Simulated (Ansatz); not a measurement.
Write a Python script for Ansatz 0.2.0 through its Python package that makes a phonon calculation by linear response of InSe, space group P6_3/mmc. Use: PBEsol, PAW, cutoff 435 eV, 6×6×2 k-points, Fermi-Dirac smearing of 0.05 eV.

```yaml
crystal:
  lattice:
    - [4.05000, 0.00000, 0.00000]
    - [-2.02500, 3.50740, 0.00000]
    - [0.00000, 0.00000, 16.93000]
  atoms:
    - { symbol: In, position: [0.33333, 0.66667, 0.15700] }
    - { symbol: In, position: [0.66667, 0.33333, 0.65700] }
    - { symbol: In, position: [0.33333, 0.66667, 0.34300] }
    - { symbol: In, position: [0.66667, 0.33333, 0.84300] }
    - { symbol: Se, position: [0.33333, 0.66667, 0.60200] }
    - { symbol: Se, position: [0.66667, 0.33333, 0.10200] }
    - { symbol: Se, position: [0.33333, 0.66667, 0.89800] }
    - { symbol: Se, position: [0.66667, 0.33333, 0.39800] }
```

`inse_dfpt.py`
```python
"""DFPT phonons of InSe."""

from pathlib import Path

import ansatz as az
import numpy as np

system = (
    az.Lattice.of((4.05, 0.0, 0.0), (-2.025, 3.50740289, 0.0), (0.0, 0.0, 16.93))
    .atom("In", (1 / 3, 2 / 3, 0.157))
    .atom("In", (2 / 3, 1 / 3, 0.657))
    .atom("In", (1 / 3, 2 / 3, 0.343))
    .atom("In", (2 / 3, 1 / 3, 0.843))
    .atom("Se", (1 / 3, 2 / 3, 0.602))
    .atom("Se", (2 / 3, 1 / 3, 0.102))
    .atom("Se", (1 / 3, 2 / 3, 0.898))
    .atom("Se", (2 / 3, 1 / 3, 0.398))
)

model = (
    system.calculation()
    .functional("pbesol")
    .occupations("fermi_dirac", width=0.05)
    .basis(16 * az.Ha)
    .kpoints(6, 6, 2)  # the mesh must be finer for metals
    .phonons("dfpt")
)
result = model.run(threads=1, runs_dir="runs")
ph = result.phonons

print("Gamma modes (1/cm):", " ".join(f"{w:.1f}" for w in ph.gamma_omega_inv_cm))
print("in meV:", " ".join(f"{w * 0.1239842:.2f}" for w in ph.gamma_omega_inv_cm))
```

```console
$ python inse_dfpt.py
Gamma modes (1/cm): 0.0 0.0 0.0 12.3 12.3 14.2 45.0 45.0 46.3 46.3 60.9 62.1 152.3 159.5 165.8 167.1 236.1 236.1 236.2 236.2 237.3 237.3 237.4 237.4
in meV: 0.00 0.00 0.00 1.53 1.53 1.77 5.58 5.58 5.74 5.74 7.55 7.70 18.88 19.78 20.55 20.71 29.28 29.28 29.28 29.28 29.43 29.43 29.44 29.44
```

Notes:
- The cell isn't relaxed first, so the values belong to this volume.
- No non-analytic term is added, so at the zone centre the longitudinal optical modes of a polar crystal aren't split off.
- The starting cell is as deposited in a crystallographic database; the results hold for this polymorph, which needn't be the stable one.
- The structure is taken as given; imaginary modes can come from an unrelaxed or unstable start.
- Run time: 5.7 min on 1 thread of Arm Neoverse V1 (shared host), peak memory 1.9 GiB.
